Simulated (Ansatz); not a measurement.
# Ir: the cost of one run

Computed with Ansatz 0.2.0 (DFT LDA, scalar-relativistic, plane waves, PAW, unless a step's input says otherwise).

27 further runs of the same task are left out: 27 set aside as unsound or not needed.

## 1. The starting structure

Symmetry: Fm-3m, No. 225, cubic system. Conventional cell: a = 3.811 Å, b = 3.811 Å, c = 3.811 Å, α = 90.00°, β = 90.00°, γ = 90.00°. Ir (site symmetry m-3m) is surrounded by 12 Ir at 2.69 Å.

As a file:

```xyz
1
Lattice="0.0000 1.9054 1.9054 1.9054 0.0000 1.9054 1.9054 1.9054 0.0000" Properties=species:S:1:pos:R:3 pbc="T T T"
Ir    0.0000    0.0000    0.0000
```

This cell was relaxed beforehand with the same method: volume 13.84 Å³/atom, gap on the mesh none (metal).

## 2. The scan

The energy is mapped over volume and the cell's shape.

First coordinate, volume per atom: 7 values from 12.729 to 14.942 Å³. Second coordinate, c/a of the conventional cell: 9 values from 0.629 to 1.167.

Nothing else is relaxed (symmetry fixes all fractional coordinates). Energies count from the relaxed crystal. Points are written as (first, second).

## 3. Grid point (12.729 Å³, 0.857)

Contents of input.yaml:

```yaml
crystal:
  lattice:
    - [0.0, 1.9510933528, 1.6718918941]
    - [1.9510933528, 0.0, 1.6718918941]
    - [1.9510933528, 1.9510933528, 0.0]
  atoms:
    - { symbol: Ir, position: [0.0, 0.0, 0.0] }
basis:
  ecutwfc: 420
kpoints:
  mp_grid: { grid: [22, 22, 22] }
hamiltonian:
  xc: lda
  pseudopotentials: { kind: paw, azcp: { folder: soft_1 } }
scf:
  occupations: { method: gaussian, width: 0.15 }
output:
  forces: true
  stress: true
  eigenvalues: true
```

Started as:

```
$ ansatz run input.yaml --threads 1 --pin off --max-ram 2048MiB --backend cpu --events-out ev --progress --plain --runs-dir out
```

What time and memory should one allow on 1 thread of Intel Xeon Platinum 8223CL at 3.00GHz (Skylake/Cascade Lake), shared host?

About 8.7 s, with a peak of 0.45 GiB.
